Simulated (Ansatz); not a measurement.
A first try at a convergence test of the plane-wave cutoff of MoS2, space group P-3m1, using Ansatz's Python interface.

Script `mos2.py`:
```python
'''Convergence of MoS2 with the plane-wave cutoff.'''

import ansatz as az
from tabulate import tabulate

lattice = az.Lattice.of(
    (3.22746, 0.0, 0.0),
    (-1.61373, 2.79507, 0.0),
    (0.0, 0.0, 6.31247),
)
sites = [
    ('Mo', (0.0, 0.0, 0.5)),
    ('S', (1 / 3, 2 / 3, 0.25532)),
    ('S', (2 / 3, 1 / 3, 0.74468)),
]
system = az.Crystal(lattice=lattice)
for symbol, position in sites:
    system = system.atom(symbol, position)

base = (
    system.calculation()
    .kpoints(mesh=(8, 8, 4))
    .functional(az.Functional.PBESOL)
    .occupations('cold')
    .forces()
    .stress()  # positive in compression
)

rows = []
for value in [300, 375, 450, 525]:
    summary = base.basis(value).run(threads=1, backend='cpu').report
    rows.append((value, summary['free_energy_ev'] / len(summary['lattice']['sites']), summary.n_iterations, sum(summary['stress_gpa'][i][i] for i in range(3)) / 3, max(abs(f) for row in summary['forces_ev_ang'] for f in row), summary['n_pw']))

print(tabulate(rows, headers=['cutoff (eV)', 'F/atom (eV)', 'iterations', 'P (GPa)', 'max component (eV/A)', 'plane waves'], floatfmt='.4f', tablefmt='grid'))

# differences from the last row
for row in rows[:-1]:
    shift = 1000 * (row[1] - rows[-1][1])
    print(f'{row[0]}: {shift:+.2f} meV/atom' + ('  (within 2 meV)' if abs(shift) < 2 else ''))
```

```console
$ python mos2.py
DeckWarning: basis.ecutwfc = 300 eV is below the records' recommended 420 eV, and the density's cutoff is lower with it unless basis.ecutrho_ratio is high enough to keep the records' density cutoff: compare with a run at a higher cutoff
Traceback (most recent call last):
  File "mos2.py", line 32, in <module>
    rows.append((value, summary['free_energy_ev'] / len(summary['lattice']['sites']), summary.n_iterations, sum(summary['stress_gpa'][i][i] for i in range(3)) / 3, max(abs(f) for row in summary['forces_ev_ang'] for f in row), summary['n_pw']))
                                                                                      ^^^^^^^^^^^^^^^^^^^^
AttributeError: 'dict' object has no attribute 'n_iterations'
```
(Warnings from the package without file and line.)

What is wrong, and how is it mended?

The fault: the report is a dict and is read by key. The change:

```diff
--- before
+++ after
@@ -31,3 +31,3 @@
     summary = base.basis(value).run(threads=1, backend='cpu').report
-    rows.append((value, summary['free_energy_ev'] / len(summary['lattice']['sites']), summary.n_iterations, sum(summary['stress_gpa'][i][i] for i in range(3)) / 3, max(abs(f) for row in summary['forces_ev_ang'] for f in row), summary['n_pw']))
+    rows.append((value, summary['free_energy_ev'] / len(summary['lattice']['sites']), summary['n_iterations'], sum(summary['stress_gpa'][i][i] for i in range(3)) / 3, max(abs(f) for row in summary['forces_ev_ang'] for f in row), summary['n_pw']))
```

The mended script runs so:

```console
$ python mos2.py
DeckWarning: basis.ecutwfc = 300 eV is below the records' recommended 420 eV, and the density's cutoff is lower with it unless basis.ecutrho_ratio is high enough to keep the records' density cutoff: compare with a run at a higher cutoff
DeckWarning: basis.ecutwfc = 375 eV is below the records' recommended 420 eV, and the density's cutoff is lower with it unless basis.ecutrho_ratio is high enough to keep the records' density cutoff: compare with a run at a higher cutoff
+---------------+---------------+--------------+-----------+------------------------+---------------+
|   cutoff (eV) |   F/atom (eV) |   iterations |   P (GPa) |   max component (eV/A) |   plane waves |
+===============+===============+==============+===========+========================+===============+
|           300 |    -2223.0636 |            6 |   -3.2492 |                 0.0215 |           671 |
+---------------+---------------+--------------+-----------+------------------------+---------------+
|           375 |    -2223.0920 |            6 |   -3.4012 |                 0.0032 |           919 |
+---------------+---------------+--------------+-----------+------------------------+---------------+
|           450 |    -2223.0927 |            6 |   -3.4052 |                 0.0026 |          1257 |
+---------------+---------------+--------------+-----------+------------------------+---------------+
|           525 |    -2223.0930 |            6 |   -3.4079 |                 0.0023 |          1535 |
+---------------+---------------+--------------+-----------+------------------------+---------------+
300: +29.37 meV/atom
375: +0.93 meV/atom  (within 2 meV)
450: +0.24 meV/atom  (within 2 meV)
```
(Warnings from the package without file and line.)

Notes:
- The run is spin-unpolarised.
- The mesh is modest for a metal, so energies can be off by several to tens of meV an atom and pressures by half a GPa or more; differences at equal mesh fare better.
- Pressure is positive in compression.
- This cell is a computed structure, which may not be the phase found in nature.
- Shifts are counted from the last row, which is itself no proven limit.
- Finished in 7.5 s on 1 thread of Arm Neoverse V2, on a shared host, peak memory 0.31 GiB.

(Lines on the test bed's own set-up are left out of the output.)
